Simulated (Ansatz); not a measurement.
Input:

```yaml
crystal:
  lattice:
    - [-4.59373, -4.59373, 0.0]
    - [4.59373, -4.59373, 0.0]
    - [0.0, 0.0, 5.91624]
  atoms:
    - { symbol: Ti, position: [0.5027986, 0.4955182, -0.0001453] }
    - { symbol: Ti, position: [0.0039702, 0.4981755, 0.2481269] }
    - { symbol: O, position: [0.1962437, 0.4995145, 0.0017948] }
    - { symbol: O, position: [-0.0011695, 0.1990531, 0.2580256] }
    - { symbol: O, position: [0.804591, 0.4967532, -0.0025926] }
    - { symbol: O, position: [0.0016448, 0.806222, 0.2537188] }
    - { symbol: Ti, position: [0.4937006, 0.5002448, 0.509018] }
    - { symbol: Ti, position: [-0.0027242, 0.4961513, 0.747547] }
    - { symbol: O, position: [0.195043, 0.4956182, 0.4944444] }
    - { symbol: O, position: [-0.0031903, 0.2049152, 0.7501314] }
    - { symbol: O, position: [0.8072207, 0.4943415, 0.5038349] }
    - { symbol: O, position: [-0.0008346, 0.8041853, 0.7444791] }
    - { symbol: Ti, position: [0.0004835, 0.003881, 0.0055291] }
    - { symbol: Ti, position: [0.4974421, -0.0090281, 0.260483] }
    - { symbol: O, position: [0.4894442, 0.6938038, 0.2444935] }
    - { symbol: F, position: [0.3099235, -0.0010153, 0.0079875], spin: 1.0 }
    - { symbol: O, position: [0.5087829, 0.3118652, 0.2583157] }
    - { symbol: Ti, position: [0.002953, -0.0027402, 0.4936316] }
    - { symbol: Ti, position: [0.5045145, 0.0021556, 0.74615] }
    - { symbol: O, position: [0.6947721, 0.0004123, 0.4935335] }
    - { symbol: O, position: [0.4961293, 0.6926247, 0.748942] }
    - { symbol: O, position: [0.2976009, -0.0007986, 0.4989688] }
    - { symbol: O, position: [0.4982068, 0.3177391, 0.7573834] }
magnetization:
  spin_polarized: true
total_charge: -2
basis:
  ecutwfc: 420.0
kpoints:
  mp_grid: { grid: [2, 2, 2] }
hamiltonian:
  xc: pbe
  dispersion: d3bj
  pseudopotentials: { kind: paw, azcp: { folder: soft_1 } }
scf:
  occupations: { method: gaussian, width: 0.02 }
  lower_state_search: "off"
relax:
  f_tol: 0.03
  max_steps: 60
  adjacent_minimum: "off"
```

Run as:

```bash
$ ansatz run input.yaml --threads 4 --pin off --max-ram 10240MiB --backend cpu --events-out ev --progress --plain --runs-dir out
```

Hardware: 4 threads of Arm Neoverse V2 (shared host).

**Question.** Roughly how long does this run take, and how much memory?

**Answer.** 3.6 min, with a peak of 1.9 GiB, for 6 ionic steps.
